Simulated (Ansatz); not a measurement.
## TiAl, space group P-6m2: a comparison of functionals at one structure, step by step

With the Python package of Ansatz (0.2.0).

Interactive session:
```pycon
>>> import warnings
>>> import ansatz as az
>>> import numpy as np
>>> import pandas as pd
>>> warnings.simplefilter("ignore", az.DeckWarning)
>>> vectors = np.array([
...     [2.86726223, 0.0, 0.0],
...     [-1.43363112, 2.48312193, 0.0],
...     [0.0, 0.0, 4.678083],
... ])
>>> system = (
...     az.Lattice.of(vectors)
...     .atom("Ti", (0.0, 0.0, 0.0))
...     .atom("Al", (1 / 3, 2 / 3, 0.5))
... )
>>> system.resolved().tree()["lattice"]
((2.86726223, 0.0, 0.0), (-1.43363112, 2.48312193, 0.0), (0.0, 0.0, 4.678083))
>>> model = (
...     system.calculation()
...     .pseudopotentials("paw")
...     .kpoints(11, 11, 6, center="gamma")
...     .occupations(az.OccupationsMethod.FERMI_DIRAC, width=0.05)
...     .forces()
...     .stress()
... )
>>> rows = []
>>> for value in ["lda", "pbesol", "blyp"]:
...     rep = model.functional(value).run().report
...     rows.append((value, rep["free_energy_ev"] / len(rep["lattice"]["sites"]), rep["n_iterations"], sum(rep["stress_gpa"][i][i] for i in range(3)) / 3, max(abs(f) for row in rep["forces_ev_ang"] for f in row), rep["n_kpoints"]))
...
>>> table = pd.DataFrame(rows, columns=["functional", "F/atom (eV)", "iterations", "P (GPa)", "max component (eV/A)", "k-points"])
>>> table.round(5)
  functional  F/atom (eV)  iterations  P (GPa)  max component (eV/A)  k-points
0        lda  -1481.82927           6 -6.10202                   0.0        64
1     pbesol  -1499.47367           6 -2.84386                   0.0        64
2       blyp  -1523.44468           6  3.14027                   0.0        64
```

From lowest to highest: LDA (-6.1 GPa), PBEsol (-2.8 GPa) and BLYP (3.1 GPa). At a fixed cell a lower pressure usually means a smaller equilibrium volume, so LDA prefers the smallest cell and BLYP the largest.

No spin polarisation was allowed. BLYP can be off by several per cent in the lattices of metals, and by several GPa in the pressure at a fixed cell. The mesh is modest for a metal, so energies can be off by several to tens of meV an atom and pressures by half a GPa or more; differences at equal mesh fare better. Forces vanish by symmetry here and test nothing. Pressure is positive in compression. The structure comes from a database of computed cells and needn't be a stable or known phase. Total energies of different functionals can't be compared; pressures, moments and gaps at this one structure can. Finished in 6.4 s on 1 thread of Arm Neoverse V2, on a shared host, peak memory 0.43 GiB.
